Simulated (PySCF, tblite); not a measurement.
# C₂H₈F₂Si₂: geometry, infrared bands and NMR shifts

Aim: predict the infrared bands and NMR shifts of C₂H₈F₂Si₂ (`F[SiH2]C[C@H](F)[SiH3]`).

Computed with tblite 0.8.0 and PySCF 2.14.0, with density-fitted response routines of our own, on a single molecule in the gas phase. Atoms are numbered from 0 throughout.

## Step 1: The molecule as given

14 atoms, charge 0, multiplicity 1; geometry from: force field or distance geometry start.

Bonds of the start (Å): F0–Si1 1.59, Si1–C2 1.88, C2–C3 1.53, C3–F4 1.38, C3–Si5 1.87, Si1–H6 1.48, Si1–H7 1.48, C2–H8 1.09, C2–H9 1.10, C3–H10 1.09, Si5–H11 1.49, Si5–H12 1.48, Si5–H13 1.49.

## Step 2: Geometry optimisation with GFN2-xTB

What the job is given:

```
{"job": {"kind": "relax", "xc": "GFN2-xTB", "basis": "xTB"}, "charge": 0, "multiplicity": 1}
F     -2.245000     1.141200    -1.507900
Si    -2.270900     0.315000    -0.145400
C     -0.508100     0.284600     0.518800
C      0.485900    -0.386400    -0.424500
F      0.198700    -1.733400    -0.416700
Si     2.280400    -0.210900     0.062500
H     -3.156700     1.002600     0.827600
H     -2.774800    -1.051600    -0.390200
H     -0.518500    -0.225200     1.487700
H     -0.222300     1.326000     0.704100
H      0.368500    -0.038900    -1.447400
H      2.520100    -0.726600     1.442600
H      3.174200    -0.924200    -0.873800
H      2.667700     1.227500     0.050900
```

Command:

```bash
$ OMP_NUM_THREADS=1 python probes_run.py task.json out
```

This one command runs all jobs of the session in turn.

**Question.** This job is followed by: GFN2-xTB harmonic vibrations, gas phase; GIAO PBE0/pcSseg-1 NMR shielding, non-relativistic, gas phase. What will the session give for the following? strongest single infrared mode (GFN2-xTB); zero-point energy (GFN2-xTB); ¹³C shifts against TMS (PBE0/pcSseg-1); ¹H shifts against TMS (PBE0/pcSseg-1, means over atoms taken as alike); ¹⁹F shifts against CFCl3 (PBE0/pcSseg-1); ²⁹Si shifts against TMS (PBE0/pcSseg-1).

As calculated:

| quantity | value |
| --- | --- |
| strongest single infrared mode (GFN2-xTB) | 2330 cm⁻¹, 363 km/mol |
| zero-point energy (GFN2-xTB) | 56.2 kcal/mol |
| ¹³C shifts against TMS (PBE0/pcSseg-1) | 84.7, 25.7 ppm |
| ¹H shifts against TMS (PBE0/pcSseg-1, means over atoms taken as alike) | 5.41, 5.35, 5.22, 3.96, 1.21, 1.16 ppm |
| ¹⁹F shifts against CFCl3 (PBE0/pcSseg-1) | -234.2, -243.0 ppm |
| ²⁹Si shifts against TMS (PBE0/pcSseg-1) | 2.0, -65.0 ppm |

**Reading.** The optimisation took 56 steps and gained 0.160 eV; among the close pairs (by a distance rule), C3–Si5 changed most, from 1.868 to 1.922 Å. No mode is imaginary among the 36: a minimum at this level. The strongest single mode, at 2330 cm⁻¹, moves mainly H6. GFN2-xTB is a fitted tight-binding method: band positions and strengths are rough. Its intensities can rank the bands wrongly. The most deshielded carbon is C3 (sp3 CH bonded to F and Si), at 84.7 ppm: pulled downfield by the heteroatom. At PBE0/pcSseg-1: The largest span, 121 ppm, is at C3, where the paramagnetic term is -145 ppm.
